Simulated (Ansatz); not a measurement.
# RbP2O5: the cost of one run

Method: DFT PBE, scalar-relativistic, plane waves, PAW, in Ansatz 0.2.0.

3 further runs of the same task are left out: 2 that didn't finish, 1 set aside as unsound or not needed.

### 1 The structure to begin with

The structure is hexagonal, space group P6mm (No. 183). The conventional cell has a = 5.659 Å, b = 5.659 Å, c = 3.270 Å, α = 90.00°, β = 90.00°, γ = 120.00°. Rb (site symmetry 6mm) has 18 O at 3.23 to 3.31 Å and 2 Rb at 3.27 Å and 6 P at 3.54 Å as nearest neighbours. Around P (site symmetry 3m) lie 5 O at 1.58 to 1.69 Å. O (site symmetry 3m) is surrounded by 2 P at 1.58 to 1.69 Å. O (site symmetry 2mm) has 2 P at 1.67 Å as nearest neighbours.

As a file:

```cif
data_structure
_symmetry_space_group_name_H-M 'P 1'
_symmetry_Int_Tables_number 1
_cell_length_a 5.6589
_cell_length_b 5.6589
_cell_length_c 3.2699
_cell_angle_alpha 90.000
_cell_angle_beta 90.000
_cell_angle_gamma 120.000
_cell_volume 90.68
loop_
_atom_site_label
_atom_site_type_symbol
_atom_site_fract_x
_atom_site_fract_y
_atom_site_fract_z
_atom_site_occupancy
Rb1 Rb 0.00000 0.00000 0.08330 1
P1 P 0.33333 0.66667 0.50000 1
P2 P 0.66667 0.33333 0.50000 1
O1 O 0.33333 0.66667 0.98315 1
O2 O 0.00000 0.50000 0.60704 1
O3 O 0.50000 0.50000 0.60704 1
O4 O 0.50000 0.00000 0.60704 1
O5 O 0.66667 0.33333 0.98315 1
```

Recipe of the guess: 5-connected net, bridging atoms on its edges, bridges bent, guests in its cages (P6mm, No. 183). Lengths come from tabulated atomic sizes and are only a guess.

### 2 The guess as it stands, on a coarse mesh

input.yaml reads:

```yaml
crystal:
  lattice:
    - [5.65893686, 0.0, 0.0]
    - [-2.82946843, 4.90078308, 0.0]
    - [0.0, 0.0, 3.26986275]
  atoms:
    - { symbol: Rb, position: [0.0, 0.0, 0.0833] }
    - { symbol: P, position: [0.33333333, 0.66666667, 0.5] }
    - { symbol: P, position: [0.66666667, 0.33333333, 0.5] }
    - { symbol: O, position: [0.33333333, 0.66666667, 0.98314531] }
    - { symbol: O, position: [0.0, 0.5, 0.60703813] }
    - { symbol: O, position: [0.5, 0.5, 0.60703813] }
    - { symbol: O, position: [0.5, 0.0, 0.60703813] }
    - { symbol: O, position: [0.66666667, 0.33333333, 0.98314531] }
basis:
  ecutwfc: 420
kpoints:
  mp_grid: { grid: [6, 6, 6] }
hamiltonian:
  xc: pbe
scf:
  occupations: { method: gaussian, width: 0.1 }
  lower_state_search: "off"
output:
  forces: true
  stress: true
  eigenvalues: true
```

The run is started by

```sh
$ ansatz run input.yaml --threads 1 --pin off --max-ram 2560MiB --backend cpu --events-out ev --progress --plain --runs-dir out
```

Q: Estimate wall time and peak memory on 1 thread of Arm Neoverse V1, shared host.

About 9.1 s, with a peak of 0.33 GiB.
